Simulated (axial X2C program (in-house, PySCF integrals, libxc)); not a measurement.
# HfSn: properties at the nuclei

Wanted for HfSn: properties at the nuclei, at the two-component level.

Program: an in-house X2C program for linear molecules on PySCF integrals. Level of theory: two-component X2C with atomic mean-field terms, Hf dyall-cv3z, Sn dyall-cv3z. These are calculated values, not measurements.

### 1 Input

task.json reads:

```json
{"zs": [72, 50], "q": 0, "bas": ["dyall-cv3z", "dyall-cv3z"], "r0": 2.92, "levels": ["PBE0", "HF", "BP86", "PBE", "LDA"], "nst": 2}
```

Keys: zs atomic numbers; q charge; bas basis sets; r0 starting distance in Å; levels methods (HF also brings MP2); nst determinants followed.

Started as:

```bash
> python soeom.py task.json out
```

After this run come: Expectation values, lowest determinant; Expectation values, a higher determinant.

**Question.** What will these runs give? Wanted: lowest determinant; Eeff magnitude; Ws magnitude Hf; A∥/gI Hf; qzz Hf; higher determinant (for each run or level that gives them).

The runs gave:

| quantity | value |
| --- | --- |
| lowest determinant | Ω = 2 (excess of +ω over −ω: ω = 1/2, ω = 3/2) |
| Eeff magnitude (GV/cm), PBE0 | 6.74 |
| Ws magnitude Hf (kHz), PBE0 | 3.56 |
| A∥/gI Hf (MHz), PBE0 | 181 |
| qzz Hf (a.u.), PBE0 | -4.77 |
| higher determinant | Ω = 4 (excess of +ω over −ω: ω = 3/2, ω = 5/2) |
| Eeff magnitude (GV/cm), PBE0, higher determinant | 1.92 |
| Ws magnitude Hf (kHz), PBE0, higher determinant | 0.852 |
| A∥/gI Hf (MHz), PBE0, higher determinant | 322 |
| qzz Hf (a.u.), PBE0, higher determinant | -0.73 |

In words: In the first state, the effective field runs from 1.02 to 82.1 GV/cm over the mean-field levels, so the levels don't agree on it. The expectation values come from single determinants, which for open shells can mix terms of unlike spin or miss the lowest Ω, so a determinant need not be a state. Eeff is the effective electric field on the electron dipole moment in this Ω state and Ws the scalar–pseudoscalar constant (defined with the proton number Z and per Ω); A∥ is the parallel hyperfine constant, which follows by multiplying with the nuclear g factor gI = μI/(I μN); qzz is the electric field gradient, eQq0 = 234.96 MHz × Q/barn × qzz; μ is positive if Sn is the positive end. The operators were transformed with the bare-nucleus X2C matrices. A second determinant lies within 0.1 eV of the first, so their order is not settled at this level.
